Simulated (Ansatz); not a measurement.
# A workflow on CH5AlOSi (SMILES [CH2]1O[SiH2][AlH]1)

We compute a series of 51 runs (PBE0/def2-SVP, UPBE0/def2-SVP, PBE/def2-SVP, UPBE/def2-SVP, B3LYP/def2-SVP, UB3LYP/def2-SVP, HF/def2-SVP, UHF/def2-SVP, and more) of CH5AlOSi and its partners. 

The calculation is run with Ansatz 0.2.0.

### Step 1. Starting point

CH5AlOSi has 9 atoms, charge 0, and is taken as a singlet. As SMILES, `[CH2]1O[SiH2][AlH]1`. The shape is that of a PBE0-D4/def2-TZVP optimisation. The run starts from this shape.

Bond lengths: C1–O2 1.447 Å, O2–Si3 1.676 Å, C1–Al4 2.001 Å, Si3–Al4 2.424 Å, C1–H5 1.096 Å, C1–H6 1.096 Å, Si3–H7 1.493 Å, Si3–H8 1.493 Å, Al4–H9 1.591 Å. Some angles: C1–O2–Si3 113.4°, O2–C1–Al4 97.8°, O2–Si3–Al4 77.1°, C1–Al4–Si3 71.7°, O2–C1–H5 109.2°, O2–C1–H6 109.2°, Al4–C1–H5 116.8°, Al4–C1–H6 116.7°, O2–Si3–H7 111.1°, O2–Si3–H8 111.0°.

### Step 2. A geometry optimisation at PBE0/def2-SVP (paw set gaussian, start density atoms) (run 1)

File in.yaml:

```yaml
basis:
  gaussian: {orbitals: def2-SVP}
crystal:
  periodic: [false, false, false]
  atoms:
    - {symbol: C, position_ang: [-0.309900, 1.022500, -0.653500]}
    - {symbol: O, position_ang: [0.621100, -0.021300, -1.022900]}
    - {symbol: Si, position_ang: [0.767800, -1.223900, 0.135800]}
    - {symbol: Al, position_ang: [-0.858800, 0.279300, 1.121100]}
    - {symbol: H, position_ang: [-1.090200, 1.097600, -1.420100]}
    - {symbol: H, position_ang: [0.213300, 1.986000, -0.643000]}
    - {symbol: H, position_ang: [2.177700, -1.338300, 0.615000]}
    - {symbol: H, position_ang: [0.422400, -2.560600, -0.433300]}
    - {symbol: H, position_ang: [-1.855100, 0.712400, 2.283700]}
hamiltonian: {xc: {name: PBE0}}
relax: {}
```

Run with:

```
$ ansatz run in.yaml --threads 1 --pin off --max-ram 3480MiB --events-out events.jsonl --progress --plain --runs-dir runs
```

The program printed:

```text
Warning: RAYON_NUM_THREADS=1 ignored (pool sized by the plan → 1); use --threads N
The last accepted step is kept in runs//last_step.txt (removed where the run ends without a failure and the disk answers)
[... 40 lines left out ...]
Total energy: -17622.31786547 eV, -647.6082367201 hartree
[... 9 lines left out ...]
Dipole moment:    -0.272354     0.128459     0.310959 e Å
```

Run time: 20 s. Hardware: 1 thread of Arm Neoverse V1, shared host; peak memory 0.17 GiB.

Steps, from the record of the run:

```tsv
step	energy from the first frame kept (eV)	largest force (eV/Å)
1	0.0000	0.6515
2	-0.0108	0.3822
3	-0.0138	0.0939
4	-0.0142	0.0082
```

After the run. Bond lengths: C1–O2 1.436 Å, O2–Si3 1.698 Å, C1–Al4 2.009 Å, Si3–Al4 2.434 Å, C1–H5 1.107 Å, C1–H6 1.107 Å, Si3–H7 1.500 Å, Si3–H8 1.500 Å, Al4–H9 1.595 Å. Some angles: C1–O2–Si3 113.7°, O2–C1–Al4 97.9°, O2–Si3–Al4 76.6°, C1–Al4–Si3 71.8°, O2–C1–H5 109.9°, O2–C1–H6 110.0°, Al4–C1–H5 116.5°, Al4–C1–H6 116.4°, O2–Si3–H7 111.5°, O2–Si3–H8 111.5°.

### Step 3. The doublet cation: a structure relaxation at UPBE0/def2-SVP (paw set gaussian, start density atoms) (run 2)

File job.yaml:

```yaml
basis:
  gaussian:
    orbitals: def2-SVP
crystal:
  periodic: [false, false, false]
  atoms:
    - symbol: C
      position_ang: [-0.309900, 1.022500, -0.653500]
    - symbol: O
      position_ang: [0.621100, -0.021300, -1.022900]
    - symbol: Si
      position_ang: [0.767800, -1.223900, 0.135800]
    - symbol: Al
      position_ang: [-0.858800, 0.279300, 1.121100]
    - symbol: H
      position_ang: [-1.090200, 1.097600, -1.420100]
    - symbol: H
      position_ang: [0.213300, 1.986000, -0.643000]
    - symbol: H
      position_ang: [2.177700, -1.338300, 0.615000]
    - symbol: H
      position_ang: [0.422400, -2.560600, -0.433300]
    - symbol: H
      position_ang: [-1.855100, 0.712400, 2.283700]
total_charge: 1
magnetization:
  spin_polarized: true
  initial_magnetization: 1
hamiltonian:
  xc: {name: PBE0}
relax: {}
```

Run with:

```
$ ansatz run job.yaml --threads 1 --pin off --max-ram 3480MiB --events-out events.jsonl --progress --plain --runs-dir runs
```

The program printed:

```text
Warning: RAYON_NUM_THREADS=1 ignored (pool sized by the plan → 1); use --threads N
[... 1 set-up line as earlier in the session ...]
[... 171 lines left out ...]
Total energy: -17614.13194863 eV, -647.3074098248 hartree
[... 9 lines left out ...]
Dipole moment:    -0.144420     0.165333     0.588827 e Å
```

It took 3 min on 1 thread of Arm Neoverse V1, shared host; peak memory 0.24 GiB.

Step by step:

```tsv
step	energy from the first frame kept (eV)	largest force (eV/Å)
1	0.0000	3.3659
2	-0.7113	0.7566
3	-0.7780	0.3957
4	-0.7867	0.1960
5	-0.7863	0.2178
6	-0.7894	0.1338
7	-0.7940	0.3319
8	-0.7849	0.5024
9	-0.8029	0.3630
10	-0.8050	0.2380
11	-0.8182	0.1585
12	-0.8336	0.4693
13	-0.8450	0.3924
14	-0.8559	0.1489
15	-0.7822	0.7449
16	-0.8523	0.4061
17	-0.8631	0.0801
18	-0.8639	0.0503
19	-0.8639	0.0246
20	-0.8643	0.0187
21	-0.8644	0.0440
22	-0.8646	0.0387
23	-0.8648	0.0263
24	-0.8648	0.0123
25	-0.8648	0.0069
```

After the run. Bond lengths: C1–O2 1.444 Å, O2–Si3 1.651 Å, C1–Al4 1.973 Å, C1–H5 1.102 Å, C1–H6 1.104 Å, Si3–H7 1.488 Å, Si3–H8 1.476 Å, Al4–H9 1.571 Å. Some angles: C1–O2–Si3 119.0°, O2–C1–Al4 97.5°, O2–C1–H5 108.1°, O2–C1–H6 111.3°, Al4–C1–H5 114.8°, Al4–C1–H6 117.0°, O2–Si3–H7 116.5°, O2–Si3–H8 113.2°, C1–Al4–H9 159.1°, H5–C1–H6 107.5°.

Runs 3 to 20 aren't shown in full; the table further down has their settings and results.

### Step 4. The H atom: the energy at UB3LYP/def2-SVP (paw set gaussian, start density atoms) (run 21)

File run.yaml:

```yaml
crystal:
  periodic: [false, false, false]
  atoms:
    - {symbol: H, position_ang: [0.422400, -2.560600, -0.433300]}
basis:
  gaussian:
    orbitals: def2-SVP
magnetization:
  spin_polarized: true
  initial_magnetization: 1
hamiltonian:
  xc: {name: B3LYP}
```

Run with:

```
$ ansatz run run.yaml --threads 1 --pin off --max-ram 3480MiB --events-out events.jsonl --progress --plain --runs-dir runs
```

The program printed:

```text
Warning: RAYON_NUM_THREADS=1 ignored (pool sized by the plan → 1); use --threads N
Functional definition: B3LYP
  name "B3LYP"
  parameter a0 = 0.2
  parameter ax = 0.72
  parameter ac = 0.81
  exchange = (1 - a0 - ax)*slater_x + ax*b88_x + a0*exact_x
  correlation = (1 - ac)*vwn_rpa_c + ac*lyp_c
46 factors; their error is unknown
mean field evaluation 1: about -13.6398 eV, gradient 1.5e-1 eV
mean field evaluation 2: about -13.6401 eV, gradient 3.7e-3 eV
mean field evaluation 4: about -13.6398 eV, gradient 5.3e-7 eV
mean field -13.63980574 eV, -0.5012536154 hartree, gradient 9.2e-8 eV, S^2 0.750000; 0 other end points of the search recorded, 0 dependent functions left out
reference -13.63994832 eV, -0.5012588554 hartree; 1, 0 occupied and 4, 5 virtual orbitals, 46 factors
Total energy: -13.63994832 eV, -0.5012588554 hartree
```

Wall time 0.08 s (1 thread of Arm Neoverse V1, shared host).

Runs 22 to 50 aren't shown in full; the table further down has their settings and results.

### Step 5. CH4AlOSi: a single-point energy at U-r2SCAN/def2-SVP (paw set gaussian, start density atoms) (run 51)

File run.yaml:

```yaml
crystal:
  periodic: [false, false, false]
  atoms:
    - {symbol: C, position_ang: [-0.294945, 1.023437, -0.667146]}
    - {symbol: O, position_ang: [0.254953, -0.211853, -1.103495]}
    - {symbol: Si, position_ang: [0.744727, -1.263524, 0.151019]}
    - {symbol: Al, position_ang: [-1.013738, 0.234671, 1.084390]}
    - {symbol: H, position_ang: [-1.029319, 1.385310, -1.405843]}
    - {symbol: H, position_ang: [0.478423, 1.805621, -0.541441]}
    - {symbol: H, position_ang: [2.187299, -1.063258, 0.525020]}
    - {symbol: H, position_ang: [0.616000, -2.669103, -0.343405]}
basis:
  gaussian:
    orbitals: def2-SVP
magnetization:
  spin_polarized: true
  initial_magnetization: 1
hamiltonian:
  xc: {name: r2SCAN}
```

Run with:

```
$ ansatz run run.yaml --threads 1 --pin off --max-ram 3480MiB --events-out events.jsonl --progress --plain --runs-dir runs
```

The program printed:

```text
Warning: RAYON_NUM_THREADS=1 ignored (pool sized by the plan → 1); use --threads N
Functional definition: r2SCAN
  name "r2SCAN"
  parameter k0 = 0.174
  parameter k1 = 0.065
  parameter a1 = 4.9479
  exchange = r2scan_x(k0 = k0, k1 = k1, a1 = a1)
  correlation = r2scan_c
922 factors; their error is unknown
mean field evaluation 1: about -17605.0097 eV, gradient 3.8e1 eV
mean field evaluation 2: about -17493.1019 eV, gradient 1.3e2 eV
mean field evaluation 4: about -17611.4062 eV, gradient 1.4e1 eV
mean field evaluation 8: about -17612.2177 eV, gradient 2.0e-1 eV
mean field evaluation 16: about -17612.1553 eV, gradient 1.8e-3 eV
mean field -17612.15534670 eV, -647.2347710435 hartree, gradient 8.2e-5 eV, S^2 0.757719; 1 other end points of the search recorded, 0 dependent functions left out
reference -17612.15536000 eV, -647.2347715324 hartree; 23, 22 occupied and 61, 62 virtual orbitals, 922 factors
Total energy: -17612.15536000 eV, -647.2347715324 hartree
```

Wall time 14 s (1 thread of Arm Neoverse V1, shared host); peak memory 0.18 GiB.

### Step 6. All runs side by side

```tsv
run	level	broken bond	fragment atoms	partner	energy (Eh)	wall time
1	PBE0/def2-SVP (paw set gaussian, start density atoms)	–	–	base	-647.608237	20 s
2	UPBE0/def2-SVP (paw set gaussian, start density atoms)	–	–	cation	-647.307410	3 min
3	UPBE0/def2-SVP (paw set gaussian, start density atoms)	–	–	anion	-647.638583	2 min
4	UPBE0/def2-SVP (paw set gaussian, start density atoms)	(5, 1)	(1, 2, 3, 4, 6, 7, 8, 9)	fragment	-646.977010	57 s
5	UPBE0/def2-SVP (paw set gaussian, start density atoms)	(8, 3)	(1, 2, 3, 4, 5, 6, 7, 9)	fragment	-646.978563	83 s
6	UPBE0/def2-SVP (paw set gaussian, start density atoms)	(9, 4)	(1, 2, 3, 4, 5, 6, 7, 8)	fragment	-646.986054	2.2 min
7	PBE/def2-SVP (paw set gaussian, start density atoms)	–	–	base	-647.548718	2.2 s
8	UPBE/def2-SVP (paw set gaussian, start density atoms)	–	–	cation	-647.252143	4.8 s
9	UPBE/def2-SVP (paw set gaussian, start density atoms)	–	–	anion	-647.578092	4.8 s
10	UPBE/def2-SVP (paw set gaussian, start density atoms)	(5, 1)	(5)	fragment	-0.498629	0.06 s
11	UPBE/def2-SVP (paw set gaussian, start density atoms)	(5, 1)	(1, 2, 3, 4, 6, 7, 8, 9)	fragment	-646.923167	4.2 s
12	UPBE/def2-SVP (paw set gaussian, start density atoms)	(8, 3)	(8)	fragment	-0.498629	0.08 s
13	UPBE/def2-SVP (paw set gaussian, start density atoms)	(8, 3)	(1, 2, 3, 4, 5, 6, 7, 9)	fragment	-646.925418	3.9 s
14	UPBE/def2-SVP (paw set gaussian, start density atoms)	(9, 4)	(9)	fragment	-0.498629	0.08 s
15	UPBE/def2-SVP (paw set gaussian, start density atoms)	(9, 4)	(1, 2, 3, 4, 5, 6, 7, 8)	fragment	-646.932289	5.1 s
16	B3LYP/def2-SVP (paw set gaussian, start density atoms)	–	–	base	-648.017136	3.3 s
17	UB3LYP/def2-SVP (paw set gaussian, start density atoms)	–	–	cation	-647.716505	6.6 s
18	UB3LYP/def2-SVP (paw set gaussian, start density atoms)	–	–	anion	-648.044505	6.6 s
19	UB3LYP/def2-SVP (paw set gaussian, start density atoms)	(5, 1)	(5)	fragment	-0.501259	0.08 s
20	UB3LYP/def2-SVP (paw set gaussian, start density atoms)	(5, 1)	(1, 2, 3, 4, 6, 7, 8, 9)	fragment	-647.383811	5.4 s
21	UB3LYP/def2-SVP (paw set gaussian, start density atoms)	(8, 3)	(8)	fragment	-0.501259	0.08 s
22	UB3LYP/def2-SVP (paw set gaussian, start density atoms)	(8, 3)	(1, 2, 3, 4, 5, 6, 7, 9)	fragment	-647.381936	5.4 s
23	UB3LYP/def2-SVP (paw set gaussian, start density atoms)	(9, 4)	(9)	fragment	-0.501259	0.08 s
24	UB3LYP/def2-SVP (paw set gaussian, start density atoms)	(9, 4)	(1, 2, 3, 4, 5, 6, 7, 8)	fragment	-647.390473	6 s
25	HF/def2-SVP (paw set gaussian, start density atoms)	–	–	base	-646.204482	0.99 s
26	UHF/def2-SVP (paw set gaussian, start density atoms)	–	–	cation	-645.933416	3.6 s
27	UHF/def2-SVP (paw set gaussian, start density atoms)	–	–	anion	-646.216646	1.9 s
28	UHF/def2-SVP (paw set gaussian, start density atoms)	(5, 1)	(5)	fragment	-0.499278	0.04 s
29	UHF/def2-SVP (paw set gaussian, start density atoms)	(5, 1)	(1, 2, 3, 4, 6, 7, 8, 9)	fragment	-645.596974	1.7 s
30	UHF/def2-SVP (paw set gaussian, start density atoms)	(8, 3)	(8)	fragment	-0.499278	0.04 s
31	UHF/def2-SVP (paw set gaussian, start density atoms)	(8, 3)	(1, 2, 3, 4, 5, 6, 7, 9)	fragment	-645.588856	2.2 s
32	UHF/def2-SVP (paw set gaussian, start density atoms)	(9, 4)	(9)	fragment	-0.499278	0.04 s
33	UHF/def2-SVP (paw set gaussian, start density atoms)	(9, 4)	(1, 2, 3, 4, 5, 6, 7, 8)	fragment	-645.600447	2.3 s
34	MP2/def2-SVP (paw set gaussian, start density atoms)	–	–	base	-646.680854	1.3 s
35	UMP2/def2-SVP (paw set gaussian, start density atoms)	–	–	cation	-646.388200	3.3 s
36	UMP2/def2-SVP (paw set gaussian, start density atoms)	–	–	anion	-646.699788	2 s
37	UHF/def2-SVP (paw set gaussian, start density atoms)	(5, 1)	(5)	fragment	-0.499278	0.04 s
38	UMP2/def2-SVP (paw set gaussian, start density atoms)	(5, 1)	(1, 2, 3, 4, 6, 7, 8, 9)	fragment	-646.049473	1.7 s
39	UHF/def2-SVP (paw set gaussian, start density atoms)	(8, 3)	(8)	fragment	-0.499278	0.04 s
40	UMP2/def2-SVP (paw set gaussian, start density atoms)	(8, 3)	(1, 2, 3, 4, 5, 6, 7, 9)	fragment	-646.050793	1.9 s
41	UHF/def2-SVP (paw set gaussian, start density atoms)	(9, 4)	(9)	fragment	-0.499278	0.04 s
42	UMP2/def2-SVP (paw set gaussian, start density atoms)	(9, 4)	(1, 2, 3, 4, 5, 6, 7, 8)	fragment	-646.060006	2.3 s
43	r2SCAN/def2-SVP (paw set gaussian, start density atoms)	–	–	base	-647.856132	6 s
44	U-r2SCAN/def2-SVP (paw set gaussian, start density atoms)	–	–	cation	-647.558375	12 s
45	U-r2SCAN/def2-SVP (paw set gaussian, start density atoms)	–	–	anion	-647.889515	13 s
46	U-r2SCAN/def2-SVP (paw set gaussian, start density atoms)	(5, 1)	(5)	fragment	-0.499209	0.32 s
47	U-r2SCAN/def2-SVP (paw set gaussian, start density atoms)	(5, 1)	(1, 2, 3, 4, 6, 7, 8, 9)	fragment	-647.228426	11 s
48	U-r2SCAN/def2-SVP (paw set gaussian, start density atoms)	(8, 3)	(8)	fragment	-0.499209	0.32 s
49	U-r2SCAN/def2-SVP (paw set gaussian, start density atoms)	(8, 3)	(1, 2, 3, 4, 5, 6, 7, 9)	fragment	-647.228861	11 s
50	U-r2SCAN/def2-SVP (paw set gaussian, start density atoms)	(9, 4)	(9)	fragment	-0.499209	0.33 s
51	U-r2SCAN/def2-SVP (paw set gaussian, start density atoms)	(9, 4)	(1, 2, 3, 4, 5, 6, 7, 8)	fragment	-647.234772	14 s
```

### Step 7. What came out

| quantity | value |
| --- | --- |
| CH4AlOSi, run 51: total energy | -647.23477 Eh |
| CH4AlOSi, run 51: ⟨S²⟩ | 0.758 |
| adiabatic electron affinity (to the doublet anion, shapes relaxed at PBE0/def2-SVP, no zero-point term), HF/def2-SVP | 0.331 eV |
| adiabatic electron affinity (to the doublet anion, shapes relaxed at PBE0/def2-SVP, no zero-point term), r2SCAN/def2-SVP | 0.908 eV |
| dissociation energy of the H8–Si3 bond into doublet H and doublet CH4AlOSi (shapes relaxed at PBE0/def2-SVP, no zero-point term), PBE/def2-SVP | 3.392 eV |
| dissociation energy of the H9–Al4 bond into doublet H and doublet CH4AlOSi (shapes relaxed at PBE0/def2-SVP, no zero-point term), B3LYP/def2-SVP | 3.412 eV |
| dissociation energy of the H5–C1 bond into doublet H and doublet CH4AlOSi (shapes relaxed at PBE0/def2-SVP, no zero-point term), HF/def2-SVP | 2.945 eV |
| dissociation energy of the H8–Si3 bond into doublet H and doublet CH4AlOSi (shapes relaxed at PBE0/def2-SVP, no zero-point term), r2SCAN/def2-SVP | 3.485 eV |
| adiabatic ionisation energy (to the doublet cation, shapes relaxed at PBE0/def2-SVP, no zero-point term), PBE/def2-SVP | 8.070 eV |
| adiabatic ionisation energy (to the doublet cation, shapes relaxed at PBE0/def2-SVP, no zero-point term), MP2/def2-SVP | 7.964 eV |

At HF/def2-SVP: the adiabatic electron affinity (to the doublet anion, shapes relaxed at PBE0/def2-SVP, no zero-point term) is 0.33 eV (31.9 kJ/mol). At r2SCAN/def2-SVP: the adiabatic electron affinity (to the doublet anion, shapes relaxed at PBE0/def2-SVP, no zero-point term) is 0.91 eV (87.6 kJ/mol). At PBE/def2-SVP: the dissociation energy of the H8–Si3 bond into doublet H and doublet CH4AlOSi (shapes relaxed at PBE0/def2-SVP, no zero-point term) is 3.39 eV (327 kJ/mol). At B3LYP/def2-SVP: the dissociation energy of the H9–Al4 bond into doublet H and doublet CH4AlOSi (shapes relaxed at PBE0/def2-SVP, no zero-point term) is 3.41 eV (329 kJ/mol). At HF/def2-SVP: the dissociation energy of the H5–C1 bond into doublet H and doublet CH4AlOSi (shapes relaxed at PBE0/def2-SVP, no zero-point term) is 2.95 eV (68 kcal/mol). At r2SCAN/def2-SVP: the dissociation energy of the H8–Si3 bond into doublet H and doublet CH4AlOSi (shapes relaxed at PBE0/def2-SVP, no zero-point term) is 3.48 eV (80 kcal/mol). Totals of different functionals can't be ranked against each other. All runs together took 12 min, the longest 3 min.
